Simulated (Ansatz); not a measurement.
## Sn3Te in Ansatz: the effect of functional

Crystal: Sn3Te.

```
CELL_PARAMETERS angstrom
-2.33118 2.33118 5.58909
2.33118 -2.33118 5.58909
2.33118 2.33118 -5.58909
ATOMIC_POSITIONS crystal
Te 0.00000 0.00000 0.00000
Sn 0.50000 0.50000 0.00000
Sn 0.25000 0.75000 0.50000
Sn 0.75000 0.25000 0.50000
```

The cell comes from a database or a generator and needn't be the stable form of this composition.

The cell isn't the ideal one: volume scaled by 1.04.

Alike in all runs:

| Item | Value |
| --- | --- |
| Program | Ansatz 0.2.0 |
| Task | single point |
| Potentials or basis | Ansatz PAW |
| k mesh | 8 × 8 × 8 |
| Occupations | fermi-dirac, width 0.05 eV |
| Spin | no spin polarisation |

Task: One run gave: pressure -5.4 GPa. Which functional did it use?
A. PBE
B. r2SCAN
C. LDA

Result: C.

```tsv
functional	cutoff	pressure (GPa)
LDA	420 eV (not typed: the program's choice for these potentials)	-5.4
r2SCAN	500 eV (not typed: the program's choice for these potentials)	-2.6
PBE	420 eV (not typed: the program's choice for these potentials)	-1.9
```

Caveats: the PAW data sets come from PBE, with cores solved anew for the run's functional, which leaves a small shift of forces and pressure (some runs).
